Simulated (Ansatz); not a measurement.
Crystal: NaLaMnMoO6.

```
CELL_PARAMETERS angstrom
5.55735 0.00000 0.00000
0.00000 5.59794 0.00000
-0.06214 0.00000 8.02462
ATOMIC_POSITIONS crystal
Na 0.75008 0.51572 0.49924
Na 0.24992 0.01572 0.50076
La 0.25715 0.95896 0.99937
La 0.74285 0.45896 0.00063
Mn 0.24767 0.48762 0.25607
Mn 0.75233 0.98762 0.74393
Mo 0.75559 0.99666 0.27090
Mo 0.24441 0.49666 0.72910
O 0.67335 0.97830 0.49061
O 0.03402 0.81017 0.27726
O 0.93353 0.28910 0.28026
O 0.47817 0.20966 0.19922
O 0.54435 0.73563 0.20079
O 0.82956 0.01818 0.00392
O 0.32665 0.47830 0.50939
O 0.96598 0.31017 0.72274
O 0.06647 0.78910 0.71974
O 0.52183 0.70966 0.80078
O 0.45565 0.23563 0.79921
O 0.17044 0.51818 0.99608
```

The cell was built by a generator and needn't be a form met in nature.

Program: Ansatz 0.2.0. Alike in all runs: potentials or basis Ansatz PAW; cell as given; smearing fermi-dirac 0.05 eV.

Problem. Order these runs on this cell by their band gap on the k mesh, lowest first.
A. level PBE+U; spin collinear, ferromagnetic start; U La f U = 8 eV, Mn d U = 8 eV, Mo d U = 8 eV; k mesh 5 × 5 × 4; cutoff (eV) 420; hubbard projectors ortho-atomic (the default); double counting fll (the default)
B. level PBE+U; spin collinear, ferromagnetic start; U La f U = 6 eV, Mn d U = 6 eV, Mo d U = 6 eV; k mesh 5 × 5 × 4; cutoff (eV) 420; hubbard projectors ortho-atomic (the default); double counting fll (the default)
C. level r2SCAN; spin non-collinear, ferromagnetic start, SOC; k mesh 4 × 4 × 3; cutoff (eV) 500; points for each segment of the path 10
D. level PBE; spin non-collinear, ferromagnetic start, SOC; k mesh 4 × 4 × 3; cutoff (eV) 420; points for each segment of the path 10
E. level PBE+U; spin collinear, ferromagnetic start; U La f U = 4 eV, Mn d U = 4 eV, Mo d U = 4 eV; k mesh 5 × 5 × 4; cutoff (eV) 420; hubbard projectors ortho-atomic (the default); double counting fll (the default)

Solution. D (0.21 eV), C (0.66 eV), E (1.09 eV), B (1.38 eV), A (1.53 eV).

Caveats: the magnetic or orbital state may not be the lowest (some runs); odd divisions of the mesh miss points on the zone boundary, where band edges often lie, so the gap on the mesh can be too wide (some runs); spin-orbit coupling is left out, which moves the levels of the heavy elements (some runs); the density of states is complete only up to the lowest level of the last band computed (some runs); the k mesh misses the band edges, so the gap on the mesh is wider than the one along the path (some runs); forces of over 1 eV/Å show positions far from the minimum, so gaps and moduli don't describe the material at rest (some runs).

Not every run made on this cell is shown here.
